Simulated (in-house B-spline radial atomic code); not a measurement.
# Hf⁹⁺: excited configurations

How much energy does it take to promote electrons of Hf⁹⁺ to other shells? Each configuration is solved by itself and compared with the reference.

The numbers are computed with in-house B-spline radial atomic code version 1 (scalar-relativistic (spin-free one-electron X2C) BLYP, spin-polarised, spherical fractional occupations, Fermi nucleus, basis-set limit), except any that are marked as measured or tabulated.

## (1) The atom as given

| Quantity | Value |
| --- | --- |
| element | hafnium (Z = 72) |
| charge | +9 |
| electrons | 63 |
| configuration | [Kr] 4d10 4f13 5s2 5p2 |
| Hamiltonian | scalar-relativistic (X2C) |
| nucleus | Fermi, rms radius 5.347 fm |

The outer shells:

[Kr] 4d10 4f13 5s2 5p2
```
[Kr] core
4d [↑↓][↑↓][↑↓][↑↓][↑↓]
4f [↑↓][↑↓][↑↓][↑↓][↑↓][↑↓][↑ ]
5s [↑↓]
5p [↑ ][↑ ][  ]
```

Where spins are not typed, each open shell is filled with up spins first.

## (2) The base configuration

Settings of the run:

```ini
Z = 72
electrons = 63.0
configuration = [Kr] 4d10 4f13 5s2 5p2
hamiltonian = x2c
method = b88,lyp
spin_polarised = True
nucleus = fermi
rms_radius = 5.347
mass_number = 180
atomic_mass = 179.946559537
speed_of_light = 137.035999084
```

Main fields of the result record, rounded:

```text
{
  "status": "converged",
  "scf [iteration, energy, orbital gradient]": [
    [1, -14987.7362215, 1.35],
    [2, -15006.688445, 2.02],
    [3, -15054.2009466, 0.311],
    [4, -15055.2863936, 0.106],
    [5, -15055.3877833, 0.0365],
    [6, -15055.3961754, 0.014],
    [7, -15055.3997925, 0.00206],
    [8, -15055.3998468, 4.07e-05],
    [9, -15055.3998468, 1.33e-06],
    [10, -15055.3998468, 8.78e-08]
  ],
  "energy [hartree]": {"total": -15055.3998468, "kinetic": 16852.0201415, "nuclear": -37166.3002167, "coulomb": 5567.64350883, "xc": -308.763280355},
  "orbitals [hartree, bohr; first row names the columns]": [
    ["name", "occ", "eps", "<r>", "<r^2>", "<1/r>", "r_max"],
    ["1s up", 1.0, -2397.2659, 0.018202, 0.00046319, 91.511, 0.010974],
    ["1s down", 1.0, -2397.257, 0.018202, 0.00046318, 91.511, 0.010974],
    ["2s up", 1.0, -414.54877, 0.079603, 0.0075549, 21.32, 0.067908],
    ["2s down", 1.0, -414.54369, 0.079602, 0.0075548, 21.32, 0.067908],
    ["2p up", 3.0, -365.83005, 0.071177, 0.006205, 18.081, 0.055096],
    ["2p down", 3.0, -365.82215, 0.071178, 0.0062049, 18.081, 0.055097],
    ["3s up", 1.0, -98.709108, 0.2082, 0.049692, 7.673, 0.19232],
    ["3s down", 1.0, -98.683626, 0.20817, 0.049679, 7.674, 0.19231],
    ["3p up", 3.0, -84.074357, 0.20781, 0.05017, 6.8058, 0.18954],
    ["3p down", 3.0, -84.047946, 0.20778, 0.050155, 6.8068, 0.18953],
    ["3d up", 5.0, -66.217854, 0.18892, 0.041858, 6.3568, 0.1545],
    ["3d down", 5.0, -66.196201, 0.18888, 0.04184, 6.3578, 0.15449],
    ["4s up", 1.0, -24.23964, 0.46772, 0.2472, 3.1823, 0.43769],
    ["4s down", 1.0, -24.189206, 0.46771, 0.24716, 3.1817, 0.43775],
    ["4p up", 3.0, -19.404862, 0.49581, 0.27983, 2.826, 0.4576],
    ["4p down", 3.0, -19.35454, 0.49569, 0.27963, 2.826, 0.45766],
    ["4d up", 5.0, -13.021588, 0.53222, 0.32817, 2.4914, 0.47062],
    ["4d down", 5.0, -12.968793, 0.53168, 0.32736, 2.4929, 0.47067],
    ["4f up", 7.0, -5.9872749, 0.62064, 0.47244, 2.0122, 0.44966],
    ["4f down", 6.0, -5.9228917, 0.61736, 0.46699, 2.0199, 0.44943],
    ["5s up", 1.0, -7.466614, 1.055, 1.2403, 1.2923, 0.98308],
    ["5s down", 1.0, -7.3532456, 1.0545, 1.2405, 1.2951, 0.98046],
    ["5p up", 2.0, -6.1266997, 1.1714, 1.5326, 1.1299, 1.085]
  ],
  "sum_r [bohr^k]": {"-1": 533.1976, "1": 25.90512, "2": 17.97748}
}
```

Wall time 0.37 s (1 thread, shared host).

## (3) Run with [Kr] 4d9 4f14 5s2 5p2

Settings: those of step 2 with these lines changed.

```diff
@@ -2,3 +2,3 @@
 electrons = 63.0
-configuration = [Kr] 4d10 4f13 5s2 5p2
+configuration = [Kr] 4d9 4f14 5s2 5p2
 hamiltonian = x2c
```

Result record:

```text
{
  "status": "converged",
  "scf [iteration, energy, orbital gradient]": [
    [1, -14973.0456004, 1.43],
    [2, -14994.1904869, 2.15],
    [3, -15046.9378589, 0.337],
    [4, -15048.2148138, 0.115],
    [5, -15048.3324694, 0.0414],
    [6, -15048.3432633, 0.0172],
    [7, -15048.3487185, 0.0022],
    [8, -15048.3487782, 4.6e-05],
    [9, -15048.3487782, 1.54e-06],
    [10, -15048.3487782, 1.2e-07]
  ],
  "energy [hartree]": {"total": -15048.3487782, "kinetic": 16844.7017974, "nuclear": -37146.033505, "coulomb": 5561.43055331, "xc": -308.447623941},
  "orbitals [hartree, bohr; first row names the columns]": [
    ["name", "occ", "eps", "<r>"],
    ["1s up", 1.0, -2397.5529, 0.018202],
    ["1s down", 1.0, -2397.5433, 0.018202],
    ["2s up", 1.0, -414.80963, 0.079595],
    ["2s down", 1.0, -414.77952, 0.079594],
    ["2p up", 3.0, -366.09889, 0.07117],
    ["2p down", 3.0, -366.07077, 0.071168],
    ["3s up", 1.0, -98.798882, 0.20813],
    ["3s down", 1.0, -98.78242, 0.20812],
    ["3p up", 3.0, -84.167061, 0.20773],
    ["3p down", 3.0, -84.148317, 0.20771],
    ["3d up", 5.0, -66.335506, 0.18878],
    ["3d down", 5.0, -66.308991, 0.18878],
    ["4s up", 1.0, -24.303999, 0.4675],
    ["4s down", 1.0, -24.241237, 0.46753],
    ["4p up", 3.0, -19.467556, 0.49544],
    ["4p down", 3.0, -19.40533, 0.49543],
    ["4d up", 5.0, -13.081646, 0.53144],
    ["4d down", 4.0, -13.018233, 0.53116],
    ["4f up", 7.0, -6.0280712, 0.61821],
    ["4f down", 7.0, -5.9620144, 0.61555],
    ["5s up", 1.0, -7.4794385, 1.0535],
    ["5s down", 1.0, -7.3735235, 1.0529],
    ["5p up", 2.0, -6.1364961, 1.1697]
  ],
  "sum_r [bohr^k]": {"-1": 532.9169, "1": 25.94456, "2": 18.03938},
  "energy_minus_base [hartree]": 7.05106857
}
```

It took 0.21 s on 1 thread, shared host.

energy_minus_base is the energy less that of the reference run.

## (4) [Kr] 4d9 4f13 5s2 5p3

Settings: those of step 3 with these lines changed.

```diff
@@ -2,3 +2,3 @@
 electrons = 63.0
-configuration = [Kr] 4d9 4f14 5s2 5p2
+configuration = [Kr] 4d9 4f13 5s2 5p3
 hamiltonian = x2c
```

Result record:

```text
{
  "status": "converged",
  "scf [iteration, energy, orbital gradient]": [
    [1, -14973.7778476, 1.44],
    [2, -14999.1174769, 1.88],
    [3, -15046.9464504, 0.336],
    [4, -15048.3394911, 0.113],
    [5, -15048.4507234, 0.033],
    [6, -15048.457333, 0.00821],
    [7, -15048.4585228, 0.00262],
    [8, -15048.4586229, 4.87e-05],
    [9, -15048.458623, 1.22e-06],
    [10, -15048.458623, 9.28e-08]
  ],
  "energy [hartree]": {"total": -15048.458623, "kinetic": 16845.6798004, "nuclear": -37128.1317919, "coulomb": 5542.00570507, "xc": -308.012336549},
  "orbitals [hartree, bohr; first row names the columns]": [
    ["name", "occ", "eps", "<r>"],
    ["1s up", 1.0, -2397.8152, 0.018202],
    ["1s down", 1.0, -2397.8008, 0.018202],
    ["2s up", 1.0, -415.12663, 0.0796],
    ["2s down", 1.0, -415.09309, 0.079598],
    ["2p up", 3.0, -366.40968, 0.071174],
    ["2p down", 3.0, -366.37673, 0.071173],
    ["3s up", 1.0, -99.186044, 0.20816],
    ["3s down", 1.0, -99.144857, 0.20812],
    ["3p up", 3.0, -84.553161, 0.20776],
    ["3p down", 3.0, -84.509184, 0.20772],
    ["3d up", 5.0, -66.714861, 0.18883],
    ["3d down", 5.0, -66.668107, 0.18879],
    ["4s up", 1.0, -24.659585, 0.46661],
    ["4s down", 1.0, -24.548326, 0.46668],
    ["4p up", 3.0, -19.810337, 0.49408],
    ["4p down", 3.0, -19.700474, 0.49408],
    ["4d up", 5.0, -13.408709, 0.52868],
    ["4d down", 4.0, -13.297517, 0.52836],
    ["4f up", 7.0, -6.32966, 0.6051],
    ["4f down", 6.0, -6.2134701, 0.60257],
    ["5s up", 1.0, -7.6226736, 1.0436],
    ["5s down", 1.0, -7.4601994, 1.0444],
    ["5p up", 3.0, -6.255798, 1.1563]
  ],
  "sum_r [bohr^k]": {"-1": 532.6687, "1": 26.23599, "2": 18.62801},
  "energy_minus_base [hartree]": 6.94122382
}
```

Run time: 0.27 s. Hardware: 1 thread, shared host.

Radial density 4πr²n(r) and radial functions P(r) = rR(r):

| r (bohr) | 4πr²n | 4d down | 4f down |
| --- | --- | --- | --- |
| 0.00174 | 22.50 | 0.0001 | 0.0000 |
| 0.00262 | 36.64 | 0.0002 | 0.0000 |
| 0.00394 | 56.14 | 0.0007 | 0.0000 |
| 0.00592 | 78.64 | 0.0021 | 0.0000 |
| 0.00890 | 96.70 | 0.0063 | 0.0000 |
| 0.0134 | 99.87 | 0.0181 | 0.0002 |
| 0.0201 | 89.01 | 0.0493 | 0.0010 |
| 0.0303 | 90.70 | 0.1274 | 0.0040 |
| 0.0455 | 121.0 | 0.2933 | 0.0156 |
| 0.0685 | 126.1 | 0.5740 | 0.0550 |
| 0.103 | 99.55 | 0.8567 | 0.1680 |
| 0.155 | 118.2 | 0.7653 | 0.4252 |
| 0.233 | 83.45 | -0.0742 | 0.8404 |
| 0.350 | 62.28 | -1.2084 | 1.2278 |
| 0.526 | 60.91 | -1.4884 | 1.2684 |
| 0.792 | 23.85 | -0.8178 | 0.9047 |
| 1.19 | 8.405 | -0.2021 | 0.4225 |
| 1.79 | 1.071 | -0.0174 | 0.1074 |
| 2.69 | 0.01566 | -0.0003 | 0.0106 |
| 4.05 | 8.509e-06 | 0.0000 | 0.0002 |

On the record's full grid the radial density has clear maxima near r = 0.011, 0.056, 0.15, 0.43 bohr.

## (5) [Kr] 4d10 4f13 5s2 5p1 6f1

Settings: those of step 4 with these lines changed.

```diff
@@ -2,3 +2,3 @@
 electrons = 63.0
-configuration = [Kr] 4d9 4f13 5s2 5p3
+configuration = [Kr] 4d10 4f13 5s2 5p1 6f1
 hamiltonian = x2c
```

Result record:

```text
{
  "status": "converged",
  "scf [iteration, energy, orbital gradient]": [
    [1, -14982.4255808, 1.35],
    [2, -15004.3575913, 1.88],
    [3, -15049.7016673, 0.311],
    [4, -15050.7932767, 0.11],
    [5, -15050.8963744, 0.0322],
    [6, -15050.9024079, 0.0106],
    [7, -15050.9044111, 0.00256],
    [8, -15050.9045006, 4.81e-05],
    [9, -15050.9045006, 5.71e-06],
    [10, -15050.9045006, 2.24e-07]
  ],
  "energy [hartree]": {"total": -15050.9045006, "kinetic": 16847.1538633, "nuclear": -37129.2815785, "coulomb": 5539.41779308, "xc": -308.194578557},
  "orbitals [hartree, bohr; first row names the columns]": [
    ["name", "occ", "eps", "<r>"],
    ["1s up", 1.0, -2397.7744, 0.018202],
    ["1s down", 1.0, -2397.7698, 0.018202],
    ["2s up", 1.0, -415.02702, 0.079601],
    ["2s down", 1.0, -415.02407, 0.0796],
    ["2p up", 3.0, -366.31123, 0.071175],
    ["2p down", 3.0, -366.30691, 0.071175],
    ["3s up", 1.0, -99.160652, 0.20819],
    ["3s down", 1.0, -99.135968, 0.20816],
    ["3p up", 3.0, -84.526214, 0.2078],
    ["3p down", 3.0, -84.501075, 0.20777],
    ["3d up", 5.0, -66.671181, 0.1889],
    ["3d down", 5.0, -66.651185, 0.18886],
    ["4s up", 1.0, -24.684987, 0.46768],
    ["4s down", 1.0, -24.637874, 0.4677],
    ["4p up", 3.0, -19.849953, 0.49568],
    ["4p down", 3.0, -19.803484, 0.49566],
    ["4d up", 5.0, -13.464397, 0.53169],
    ["4d down", 5.0, -13.416964, 0.53147],
    ["4f up", 7.0, -6.4166539, 0.61503],
    ["4f down", 6.0, -6.3626346, 0.61372],
    ["5s up", 1.0, -7.8273015, 1.0449],
    ["5s down", 1.0, -7.7489829, 1.0453],
    ["5p up", 1.0, -6.4605449, 1.155],
    ["6f up", 1.0, -1.8680588, 3.2673]
  ],
  "sum_r [bohr^k]": {"-1": 532.6843, "1": 27.89977, "2": 28.27546},
  "energy_minus_base [hartree]": 4.49534618
}
```

It took 0.22 s on 1 thread, shared host.

## (6) Configuration [Kr] 4d10 4f12 5s2 5p2 6s1

Settings: those of step 5 with these lines changed.

```diff
@@ -2,3 +2,3 @@
 electrons = 63.0
-configuration = [Kr] 4d10 4f13 5s2 5p1 6f1
+configuration = [Kr] 4d10 4f12 5s2 5p2 6s1
 hamiltonian = x2c
```

Result record:

```text
{
  "status": "converged",
  "scf [iteration, energy, orbital gradient]": [
    [1, -14984.6643505, 1.37],
    [2, -15010.014246, 1.92],
    [3, -15051.5534784, 0.309],
    [4, -15052.7587079, 0.0957],
    [5, -15052.8511012, 0.0245],
    [6, -15052.8555622, 0.00346],
    [7, -15052.8557156, 0.00252],
    [8, -15052.8558081, 2.31e-05],
    [9, -15052.8558081, 7.79e-07],
    [10, -15052.8558081, 4.26e-08]
  ],
  "energy [hartree]": {"total": -15052.8558081, "kinetic": 16850.4843788, "nuclear": -37125.8445717, "coulomb": 5530.3688283, "xc": -307.864443422},
  "orbitals [hartree, bohr; first row names the columns]": [
    ["name", "occ", "eps", "<r>"],
    ["1s up", 1.0, -2397.8506, 0.018202],
    ["1s down", 1.0, -2397.8387, 0.018202],
    ["2s up", 1.0, -415.1713, 0.079606],
    ["2s down", 1.0, -415.16393, 0.079605],
    ["2p up", 3.0, -366.44802, 0.071181],
    ["2p down", 3.0, -366.43791, 0.071181],
    ["3s up", 1.0, -99.387572, 0.20822],
    ["3s down", 1.0, -99.337461, 0.20817],
    ["3p up", 3.0, -84.751849, 0.20784],
    ["3p down", 3.0, -84.700782, 0.20777],
    ["3d up", 5.0, -66.889272, 0.18896],
    ["3d down", 5.0, -66.848347, 0.18888],
    ["4s up", 1.0, -24.877376, 0.46676],
    ["4s down", 1.0, -24.780545, 0.4668],
    ["4p up", 3.0, -20.029023, 0.49429],
    ["4p down", 3.0, -19.933354, 0.49424],
    ["4d up", 5.0, -13.627671, 0.52894],
    ["4d down", 5.0, -13.530301, 0.52859],
    ["4f up", 7.0, -6.5571668, 0.603],
    ["4f down", 5.0, -6.4500431, 0.60148],
    ["5s up", 1.0, -7.8155917, 1.0379],
    ["5s down", 1.0, -7.6785587, 1.0391],
    ["5p up", 2.0, -6.4319933, 1.1483],
    ["6s up", 1.0, -3.7187556, 1.9781]
  ],
  "sum_r [bohr^k]": {"-1": 532.6402, "1": 26.94182, "2": 21.252},
  "energy_minus_base [hartree]": 2.54403871
}
```

Run time: 0.24 s. Hardware: 1 thread, shared host.

## (7) Configuration [Kr] 4d10 4f12 5s2 5p3

Settings: those of step 6 with these lines changed.

```diff
@@ -2,3 +2,3 @@
 electrons = 63.0
-configuration = [Kr] 4d10 4f12 5s2 5p2 6s1
+configuration = [Kr] 4d10 4f12 5s2 5p3
 hamiltonian = x2c
```

Result record:

```text
{
  "status": "converged",
  "scf [iteration, energy, orbital gradient]": [
    [1, -14988.5322149, 1.36],
    [2, -15011.3950839, 1.78],
    [3, -15054.2495255, 0.308],
    [4, -15055.4373749, 0.104],
    [5, -15055.5319291, 0.0273],
    [6, -15055.5371513, 0.006],
    [7, -15055.5377639, 0.00245],
    [8, -15055.5378512, 4.18e-05],
    [9, -15055.5378512, 9.24e-07],
    [10, -15055.5378512, 6.51e-08]
  ],
  "energy [hartree]": {"total": -15055.5378512, "kinetic": 16853.0339099, "nuclear": -37148.2190067, "coulomb": 5547.9695853, "xc": -308.322339774},
  "orbitals [hartree, bohr; first row names the columns]": [
    ["name", "occ", "eps", "<r>"],
    ["1s up", 1.0, -2397.5308, 0.018202],
    ["1s down", 1.0, -2397.517, 0.018202],
    ["2s up", 1.0, -414.86886, 0.079607],
    ["2s down", 1.0, -414.8606, 0.079607],
    ["2p up", 3.0, -366.1438, 0.071183],
    ["2p down", 3.0, -366.13127, 0.071182],
    ["3s up", 1.0, -99.101795, 0.20823],
    ["3s down", 1.0, -99.050748, 0.20817],
    ["3p up", 3.0, -84.465937, 0.20785],
    ["3p down", 3.0, -84.413472, 0.20778],
    ["3d up", 5.0, -66.602395, 0.18897],
    ["3d down", 5.0, -66.559974, 0.18889],
    ["4s up", 1.0, -24.599407, 0.46681],
    ["4s down", 1.0, -24.500122, 0.46684],
    ["4p up", 3.0, -19.751521, 0.49441],
    ["4p down", 3.0, -19.653318, 0.49432],
    ["4d up", 5.0, -13.352078, 0.52939],
    ["4d down", 5.0, -13.251387, 0.52883],
    ["4f up", 7.0, -6.2915293, 0.60701],
    ["4f down", 5.0, -6.1769886, 0.60405],
    ["5s up", 1.0, -7.6103631, 1.045],
    ["5s down", 1.0, -7.4412925, 1.0459],
    ["5p up", 3.0, -6.2462836, 1.1578]
  ],
  "sum_r [bohr^k]": {"-1": 532.9469, "1": 26.1999, "2": 18.5727},
  "energy_minus_base [hartree]": -0.138004453
}
```

Wall time 0.2 s (1 thread, shared host).

## (8) Run with [Kr] 4d10 4f13 5s2 5p1 5d1

Settings: those of step 7 with these lines changed.

```diff
@@ -2,3 +2,3 @@
 electrons = 63.0
-configuration = [Kr] 4d10 4f12 5s2 5p3
+configuration = [Kr] 4d10 4f13 5s2 5p1 5d1
 hamiltonian = x2c
```

Result record:

```text
{
  "status": "converged",
  "scf [iteration, energy, orbital gradient]": [
    [1, -14985.4234545, 1.38],
    [2, -15004.900773, 1.89],
    [3, -15052.4366081, 0.311],
    [4, -15053.5342838, 0.104],
    [5, -15053.636973, 0.0357],
    [6, -15053.6451351, 0.0129],
    [7, -15053.6483267, 0.00189],
    [8, -15053.6483705, 2.48e-05],
    [9, -15053.6483705, 9.41e-07],
    [10, -15053.6483705, 7.65e-08]
  ],
  "energy [hartree]": {"total": -15053.6483705, "kinetic": 16849.860695, "nuclear": -37156.5578003, "coulomb": 5561.64143667, "xc": -308.592701825},
  "orbitals [hartree, bohr; first row names the columns]": [
    ["name", "occ", "eps", "<r>"],
    ["1s up", 1.0, -2397.3932, 0.018202],
    ["1s down", 1.0, -2397.3888, 0.018202],
    ["2s up", 1.0, -414.65137, 0.079602],
    ["2s down", 1.0, -414.6447, 0.079601],
    ["2p up", 3.0, -365.9338, 0.071176],
    ["2p down", 3.0, -365.92654, 0.071176],
    ["3s up", 1.0, -98.804066, 0.20819],
    ["3s down", 1.0, -98.779736, 0.20817],
    ["3p up", 3.0, -84.169445, 0.20781],
    ["3p down", 3.0, -84.144473, 0.20778],
    ["3d up", 5.0, -66.312575, 0.18891],
    ["3d down", 5.0, -66.291195, 0.18888],
    ["4s up", 1.0, -24.33484, 0.4677],
    ["4s down", 1.0, -24.28572, 0.46772],
    ["4p up", 3.0, -19.499894, 0.49575],
    ["4p down", 3.0, -19.451378, 0.49569],
    ["4d up", 5.0, -13.115321, 0.53197],
    ["4d down", 5.0, -13.065078, 0.53161],
    ["4f up", 7.0, -6.0756965, 0.61866],
    ["4f down", 6.0, -6.015996, 0.61586],
    ["5s up", 1.0, -7.5296791, 1.0527],
    ["5s down", 1.0, -7.42733, 1.0511],
    ["5p up", 1.0, -6.1838925, 1.1682],
    ["5d up", 1.0, -4.427755, 1.3974]
  ],
  "sum_r [bohr^k]": {"-1": 533.0627, "1": 26.09754, "2": 18.56828},
  "energy_minus_base [hartree]": 1.75147629
}
```

Wall time 0.21 s (1 thread, shared host).

## (9) Energies above the reference

| net move | configuration | 2|M_S|+1 | energy above the reference (eV) | largest <r> (bohr) |
| --- | --- | --- | --- | --- |
| 4f → 5p | [Kr] 4d10 4f12 5s2 5p3 | 6 | -3.755 | 1.16 |
| 5p → 5d | [Kr] 4d10 4f13 5s2 5p1 5d1 | 4 | 47.660 | 1.40 |
| 4f → 6s | [Kr] 4d10 4f12 5s2 5p2 6s1 | 6 | 69.227 | 1.98 |
| 5p → 6f | [Kr] 4d10 4f13 5s2 5p1 6f1 | 4 | 122.32 | 3.27 |
| 4d → 5p | [Kr] 4d9 4f13 5s2 5p3 | 6 | 188.88 | 1.16 |
| 4d → 4f | [Kr] 4d9 4f14 5s2 5p2 | 4 | 191.87 | 1.17 |

The energies run from -3.755 eV (4f → 5p) to 191.87 eV (4d → 4f). A negative value (4f → 5p) means that this method puts that configuration under the reference. The reference has 2|M_S|+1 = 4; 3 of the configurations differ from it in spin. These are spherical averages at the typed spins, not spectroscopic levels.
